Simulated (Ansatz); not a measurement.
# CH4AlClGaN: vertical ionisation energy

One table from this session's results is given with a row withheld; the runs are named, their logs left out.

Method: unrestricted cation, the program's frozen cores in correlated methods; program: Ansatz 0.2.0, Gaussian basis.

Plan: UKS PBE-D4/def2-TZVPP; UKS r2SCAN-D4/def2-TZVPP; UKS PBE0-D4/def2-TZVPP; UKS B3LYP-D4/def2-TZVPP; UKS wB97X-V/def2-TZVPP; UKS wB97M-V/def2-TZVPP; UKS B2PLYP/def2-TZVPP; UHF-CCSD(T)/def2-TZVPP; UHF-MP2/def2-QZVPP; extrapolation to the limit; then −ε(HOMO) from the neutral's earlier runs with LDA (SPW92), PBE-D4, revPBE-D4, BLYP-D4, r2SCAN-D4, B97M-V, PBE0-D4, B3LYP-D4, r2SCANh-D4, r2SCAN0-D4, HSE06-D4, BHLYP-D4, CAM-B3LYP-D4, LC-ωPBE, ωB97X-V, ωB97M-V.

## Structure used throughout

All runs share one geometry, relaxed beforehand with PBE0-D4 in a triple-zeta def2 set.

9 atoms, charge 0, spin multiplicity 1.

Atoms are counted from 1 here; the program's logs count them from 0.

Bond lengths: C1–Ga2 1.959 Å, C1–H6 1.093 Å, C1–H7 1.092 Å, C1–H8 1.091 Å, Ga2–N3 1.907 Å, Ga2–Al4 2.351 Å, N3–Al4 1.765 Å, N3–H9 1.012 Å, Al4–Cl5 2.099 Å. Angles: Ga2–C1–H6 109.5°, Ga2–C1–H7 110.0°, Ga2–C1–H8 111.2°, H6–C1–H7 108.7°, H6–C1–H8 108.2°, H7–C1–H8 109.3°, C1–Ga2–N3 129.1°, C1–Ga2–Al4 176.7°, N3–Ga2–Al4 47.6°, Ga2–N3–Al4 79.5°, Ga2–N3–H9 134.1°, Al4–N3–H9 146.4°, Ga2–Al4–N3 52.9°, Ga2–Al4–Cl5 171.7°, N3–Al4–Cl5 135.4°.

Set-up of the first run:

Input file in.yaml:

```yaml
crystal:
  periodic: [false, false, false]
  atoms:
    - {symbol: C, position_ang: [-1.079320, -1.626172, -0.528702]}
    - {symbol: Ga, position_ang: [-0.207075, 0.122292, -0.381460]}
    - {symbol: N, position_ang: [0.974649, 0.768446, 0.969233]}
    - {symbol: Al, position_ang: [0.906797, 2.173094, -0.096867]}
    - {symbol: Cl, position_ang: [1.765369, 4.088128, -0.102044]}
    - {symbol: H, position_ang: [-0.491531, -2.272359, -1.184917]}
    - {symbol: H, position_ang: [-1.144193, -2.094317, 0.455523]}
    - {symbol: H, position_ang: [-2.080775, -1.532477, -0.950159]}
    - {symbol: H, position_ang: [1.356070, 0.373356, 1.819383]}
basis:
  gaussian: {orbitals: def2-TZVPP}
total_charge: 1
magnetization: {spin_polarized: true, initial_magnetization: 1}
hamiltonian: {xc: pbe, dispersion: d4}
```

Started as:

```
ansatz run in.yaml --threads 2 --pin off --events-out ev --progress --plain --max-ram 22528MiB --backend cpu
```

Steps of the session up to this table: Cation, UKS PBE-D4/def2-TZVPP; Cation, UKS r2SCAN-D4/def2-TZVPP; Cation, UKS PBE0-D4/def2-TZVPP; Cation, UKS B3LYP-D4/def2-TZVPP; Cation, UKS wB97X-V/def2-TZVPP; Cation, UKS wB97M-V/def2-TZVPP; Cation, UKS B2PLYP (frozen core)/def2-TZVPP; Cation, UHF-CCSD(T)/def2-TZVPP; Cation, UHF-MP2/def2-QZVPP.

One of the session's tables, all rows but one given; the rest of the session is left out.

Orbital estimates, from the neutral's runs:

| functional | −ε(HOMO) (eV) |
| --- | --- |
| LDA (SPW92) | 5.52 |
| PBE-D4 | 5.38 |
| revPBE-D4 | 5.32 |
| BLYP-D4 | ? |
| r2SCAN-D4 | 5.57 |
| B97M-V | 5.57 |
| PBE0-D4 | 6.31 |
| B3LYP-D4 | 6.14 |
| r2SCANh-D4 | 5.91 |
| r2SCAN0-D4 | 6.42 |
| HSE06-D4 | 5.92 |
| BHLYP-D4 | 7.12 |
| CAM-B3LYP-D4 | 7.48 |
| LC-ωPBE | 8.66 |
| ωB97X-V | 8.39 |
| ωB97M-V | 8.22 |

Estimate the missing values for BLYP-D4.

Worked estimate for «−ε(HOMO) (eV)». Against the share of exact exchange, B3LYP-D4 (0.2, 6.14), BHLYP-D4 (0.5, 7.12) give a slope of 3.27 per unit share; at 0 the line stands at 5.49.

**Answer.** −ε(HOMO) (eV): 5.24. In «−ε(HOMO) (eV)» the line misses by +0.25.
